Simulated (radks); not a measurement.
**Taking charge from the 5p level of Re³⁺ in fractions**

An exercise on one series of results from a longer session: the logs are not shown, and one member is left open.

Program: radks (a radial shooting solver on a logarithmic mesh, Libxc functionals) version 1. Level of theory: Dirac Kohn-Sham, PBE, spin-unpolarised, spherical densities, point nucleus; open shells are shared between the two j in proportion to 2j + 1. These are calculated values, not measurements, unless marked.

### The atom as given

| Quantity | Value |
| --- | --- |
| element | rhenium (Z = 75) |
| charge | +3 |
| electrons | 72 |
| configuration | [Xe] 4f14 5d4 |

Outer shells as boxes (Hund's rule):

Re³⁺
```
[Xe] core
4f [↑↓][↑↓][↑↓][↑↓][↑↓][↑↓][↑↓]
5d [↑ ][↑ ][↑ ][↑ ][  ]
```

Set-up of the first run:

Settings of this run:

```text
Z 75
configuration [Xe] 4f14 5d4
relativity Dirac
functional pbe,pbe
spin unpolarised
j_filling average
nucleus point
c 137.035999084
```

Steps of the session up to this table: Start: [Xe] 4f14 5d4.

One of the session's tables, all rows but one given; the rest of the session is left out.

It belongs to the step «Start: [Xe] 4f14 5d4». Radial moments (bohr):

| level | <r> | outermost maximum (interpolated) | 90 % within | nodes |
| --- | --- | --- | --- | --- |
| 4d5/2 | 0.5048 | 0.448 | 0.756 | 1 |
| 5s1/2 | 1.034 | 0.938 | 1.48 | 4 |
| 5p1/2 | 1.130 | 1.00 | 1.64 | 3 |
| 4f5/2 | ? | ? | ? | ? |
| 5p3/2 | 1.226 | 1.08 | 1.78 | 3 |
| 4f7/2 | 0.5840 | 0.419 | 0.961 | 0 |
| 5d3/2 | 1.653 | 1.35 | 2.51 | 2 |
| 5d5/2 | 1.699 | 1.39 | 2.58 | 2 |

Q: Estimate the row for 4f5/2 from the others.

As computed: <r>: 0.5753; outermost maximum (interpolated): 0.414; 90 % within: 0.946; nodes: 0. In the column «<r>» it lies between 4d5/2 (0.5048) and 4f7/2 (0.5840).
